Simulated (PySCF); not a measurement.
# [Ho(H2O)2]3+: other functionals and bases at one geometry

How far do other levels of theory move the description of [Ho(H2O)2]3+, and what does each cost? It is a constructed species; whether it can be made isn't addressed.

Method: several levels, as the steps say, no spin–orbit coupling; program: PySCF 2.14.0.

2 further runs of the same task are left out: 2 for a known fault of the program.

**1. The starting structure**

7 atoms, charge 3, spin multiplicity 1.

Bond lengths: Ho1–O2 2.193 Å, Ho1–O5 2.198 Å, O2–H3 0.994 Å, O2–H4 0.995 Å, O5–H6 0.995 Å, O5–H7 0.995 Å. Angles: O2–Ho1–O5 107.8°, Ho1–O2–H3 128.8°, Ho1–O2–H4 128.4°, H3–O2–H4 102.8°, Ho1–O5–H6 128.8°, Ho1–O5–H7 128.5°, H6–O5–H7 102.7°.

Geometry (Å):

```
atom    x (Å)    y (Å)    z (Å)
 Ho1  -0.8711  -0.7204  -0.0238
  O2   0.1168   0.0493   1.7762
  H3   0.8884   0.6723   1.8452
  H4  -0.0999  -0.1396   2.7291
  O5   0.1779   0.1031  -1.7709
  H6   0.9520  -0.2756  -2.2684
  H7  -0.0315   0.9272  -2.2874
```

Formal oxidation states: Ho +3. Each metal's 10 4f electrons lie in its core potential, so multiplicities, spins and levels count the valence alone. An earlier session relaxed this geometry at PBE0, Ho lcecp-1-SVP with ECP56, O def2-SVP, H def2-SVP (singlet, point group C1).

At PBE0 on the finer grid: E = -189.024912 Eh, HOMO -26.81 eV, LUMO -18.75 eV, Mulliken charge on Ho1 +2.21 e, largest force component 0.007 eV/Å. 

Levels to run: BLYP; r2SCAN; M06-L; CAM-B3LYP; PBE0, TZVP. Hardware: 2 threads of Arm Neoverse V2, shared host.

**2. BLYP**

run.py (the lines that set the calculation)

```python
mol = gto.M(atom='''
Ho    -0.87115    -0.72040    -0.02384
O      0.11679     0.04929     1.77621
H      0.88841     0.67225     1.84521
H     -0.09990    -0.13955     2.72909
O      0.17789     0.10305    -1.77086
H      0.95198    -0.27555    -2.26841
H     -0.03148     0.92718    -2.28740''',
    basis={'Ho': 'lcecp-1-SVP', 'O': 'def2-SVP', 'H': 'def2-SVP'},
    ecp={'Ho': 'lcecp-1-SVP'},
    charge=3, spin=0)
mf = dft.RKS(mol, xc='BLYP')
mf.grids.atom_grid = (75, 302)  # f atoms: unpruned, at least (60, 302)
mf = mf.density_fit()  # fitting sets: Ho AutoAux, O def2-universal-JKFIT, H def2-universal-JKFIT
mf.conv_tol = 1e-08; mf.max_cycle = 55
mf.kernel(dm0)  # dm0: the density of the relaxed state
```

Command:

```sh
> OMP_NUM_THREADS=2 python run.py
```

**3. r2SCAN**

Changes to run.py (the lines that set the calculation) since step 2:

```diff
@@ -11,3 +11,3 @@
     charge=3, spin=0)
-mf = dft.RKS(mol, xc='BLYP')
+mf = dft.RKS(mol, xc='R2SCAN')
 mf.grids.atom_grid = (75, 302)  # f atoms: unpruned, at least (60, 302)
```

**4. M06-L**

Changes to run.py (the lines that set the calculation) since step 3:

```diff
@@ -11,3 +11,3 @@
     charge=3, spin=0)
-mf = dft.RKS(mol, xc='R2SCAN')
+mf = dft.RKS(mol, xc='M06L')
 mf.grids.atom_grid = (75, 302)  # f atoms: unpruned, at least (60, 302)
```

**5. CAM-B3LYP**

Changes to run.py (the lines that set the calculation) since step 4:

```diff
@@ -11,3 +11,3 @@
     charge=3, spin=0)
-mf = dft.RKS(mol, xc='M06L')
+mf = dft.RKS(mol, xc='CAMB3LYP')
 mf.grids.atom_grid = (75, 302)  # f atoms: unpruned, at least (60, 302)
```

**6. PBE0, TZVP**

Basis: Ho lcecp-1-TZVP with ECP56, O def2-TZVP, H def2-TZVP. 

run.py (the lines that set the calculation)

```python
mol = gto.M(atom='''
Ho    -0.87115    -0.72040    -0.02384
O      0.11679     0.04929     1.77621
H      0.88841     0.67225     1.84521
H     -0.09990    -0.13955     2.72909
O      0.17789     0.10305    -1.77086
H      0.95198    -0.27555    -2.26841
H     -0.03148     0.92718    -2.28740''',
    basis={'Ho': 'lcecp-1-TZVP', 'O': 'def2-TZVP', 'H': 'def2-TZVP'},
    ecp={'Ho': 'lcecp-1-TZVP'},
    charge=3, spin=0)
mf = dft.RKS(mol, xc='PBE0')
mf.grids.atom_grid = (75, 302)  # f atoms: unpruned, at least (60, 302)
mf = mf.density_fit()  # fitting sets: Ho AutoAux, O def2-universal-JKFIT, H def2-universal-JKFIT
mf.conv_tol = 1e-08; mf.max_cycle = 55
mf.kernel(dm0)  # dm0: free metal ions and neutral atoms
```

**Question.** What will these runs give? Wanted: for each run, HOMO; gap; charge on Ho1; dipole; largest force.

**Answer**, as computed:

| level | state | HOMO (eV) | gap (eV) | charge on Ho1 (e) | dipole (D) | largest force (eV/Å) | basis functions | time |
| --- | --- | --- | --- | --- | --- | --- | --- | --- |
| PBE0 (relaxed here) | singlet | -26.81 | 8.06 | 2.21 | 3.38 | 0.01 | 81 | 7.2 s |
| BLYP | singlet | -24.94 | 5.17 | 2.09 | 3.71 | 0.56 | 81 | 3.3 s |
| r2SCAN | singlet | -25.40 | 6.27 | 2.20 | 3.44 | 0.12 | 81 | 4.8 s |
| M06-L | singlet | -25.34 | 6.24 | 2.26 | 3.29 | 0.23 | 81 | 4.7 s |
| CAM-B3LYP | singlet | -28.29 | 10.45 | 2.20 | 3.33 | 0.12 | 81 | 3.7 s |
| PBE0, TZVP | singlet | -26.78 | 8.11 | 2.38 | 3.42 | 0.28 | 133 | 8.1 s |

Times are on 2 threads of Arm Neoverse V2, shared host; the first row also made further properties. The dipole of a charged species depends on the origin, so these sizes hold for this origin alone.

In one basis the HOMO–LUMO gap runs from 5.17 eV (BLYP) to 10.45 eV (CAM-B3LYP). The largest leftover force, 0.56 eV/Å with BLYP, stands at a geometry relaxed at another level. The Mulliken charge on Ho spans +2.09 to +2.38 e over the levels. With 4f in the core, its levels are missing from HOMO and gap. Total energies of different levels can't be compared. Spin–orbit coupling is left out throughout.
